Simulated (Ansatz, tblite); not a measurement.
# The cluster Sn3F2: one state, many levels

Aim: run the singlet of the cluster Sn3F2 at one geometry on many levels, and compare frontier levels, spin and run time.

Computed with Ansatz 0.2.0, Gaussian basis. Level: as each input shows.

Levels to be run: GFN1-xTB, GFN2-xTB, PBE-D4/def2-TZVP, r2SCAN-D4/def2-TZVP, revPBE-D4/def2-TZVP, ωB97M-V/def2-TZVP, BHLYP-D4/def2-TZVP, PBE-D4/def2-SVP, PBE0-D4/def2-SVP, CCSD(T)/def2-SVP, MP2/def2-TZVP.

5 further runs of the same task are left out: 5 set aside as unsound or not needed. Runs told in other sessions of the task aren't counted.

### 1 The structure

The singlet was relaxed beforehand with PBE-D4/def2-SVP. At that level it is the lowest of the isomers that a small search found.

5 atoms, charge 0, spin multiplicity 1.

Bond lengths: Sn1–Sn2 2.917 Å, Sn1–F5 2.248 Å, Sn2–F4 2.247 Å, Sn3–F4 2.145 Å, Sn3–F5 2.144 Å. Angles: Sn2–Sn1–F5 90.8°, Sn1–Sn2–F4 90.9°, F4–Sn3–F5 88.1°, Sn2–F4–Sn3 91.6°, Sn1–F5–Sn3 91.6°.

Sn takes a core potential in the def2 sets. No spin-orbit coupling is included.

PBE0-D4/def2-TZVP was run before; its log isn't repeated, and its numbers join the tables.

### 2 GFN1-xTB

Tight binding, by tblite at 300 K electronic temperature and without a spin-polarisation term:

```python
tblite.interface.Calculator('GFN1-xTB', numbers, positions, charge=0, uhf=0).singlepoint()
```

Energy -485.4602 eV, HOMO -8.81 eV, LUMO -7.39 eV; 0.004 s.

### 3 GFN2-xTB

Tight binding, by tblite at 300 K electronic temperature and without a spin-polarisation term:

```python
tblite.interface.Calculator('GFN2-xTB', numbers, positions, charge=0, uhf=0).singlepoint()
```

Energy -433.1735 eV, HOMO -8.75 eV, LUMO -7.39 eV; 0.005 s.

### 4 PBE-D4/def2-TZVP

start.molden holds the orbitals of an earlier run on this state, given as this run's starting guess.

File in.yaml:

```yaml
crystal:
  periodic: [false, false, false]
  atoms:
    - {symbol: Sn, position_ang: [0.080408, 0.180096, -2.011305]}
    - {symbol: Sn, position_ang: [1.012981, 1.725830, 0.279593]}
    - {symbol: Sn, position_ang: [-1.326859, -0.326169, 0.759737]}
    - {symbol: F, position_ang: [0.593223, 0.001028, 1.657558]}
    - {symbol: F, position_ang: [-0.359753, -1.580785, -0.685583]}
basis:
  gaussian: {orbitals: def2-TZVP, initial_orbitals: start.molden}
hamiltonian: {xc: pbe, dispersion: d4}
scf: {omitted_lower_state_checks: [starts]}
output: {forces: true, orbitals: {seedname: orbitals}}
```

Run with:

```sh
> ansatz run in.yaml --threads 4 --pin off --events-out ev --progress --plain --max-ram 4787MiB
```

Further steps of the session: r2SCAN-D4/def2-TZVP; revPBE-D4/def2-TZVP; ωB97M-V/def2-TZVP; BHLYP-D4/def2-TZVP; PBE-D4/def2-SVP; PBE0-D4/def2-SVP; CCSD(T)/def2-SVP; MP2/def2-TZVP.

Q: Predict the results of all the runs planned. Wanted: gap in def2-TZVP, named functionals, smallest and largest; correlation energy, CCSD(T)/def2-SVP; correlation energy, MP2/def2-TZVP; binding an atom, CCSD(T)/def2-SVP; PBE0 total energy, smallest basis above largest.

**Answer**, as computed:

| quantity | value |
| --- | --- |
| gap in def2-TZVP, named functionals, smallest and largest | 1.06 eV (PBE-D4), 5.85 eV (ωB97M-V) |
| correlation energy, CCSD(T)/def2-SVP | -19.17 eV |
| correlation energy, MP2/def2-TZVP | -38.97 eV |
| binding an atom, CCSD(T)/def2-SVP | 2.551 eV |
| PBE0 total energy, smallest basis above largest | 7.27 eV (def2-SVP, def2-TZVP) |

In words: Orbital gaps of the named functionals in def2-TZVP span 1.06 eV (PBE-D4) to 5.85 eV (ωB97M-V); exact exchange widens it. The functionals in def2-TZVP miss CCSD(T)/def2-SVP by +0.108 (BHLYP-D4) to +0.523 eV (PBE-D4) an atom. The yardstick is in a double-zeta basis, so levels in larger sets aren't compared like for like. CCSD(T)/def2-SVP isn't at the basis-set limit; small misses against it rank nothing.
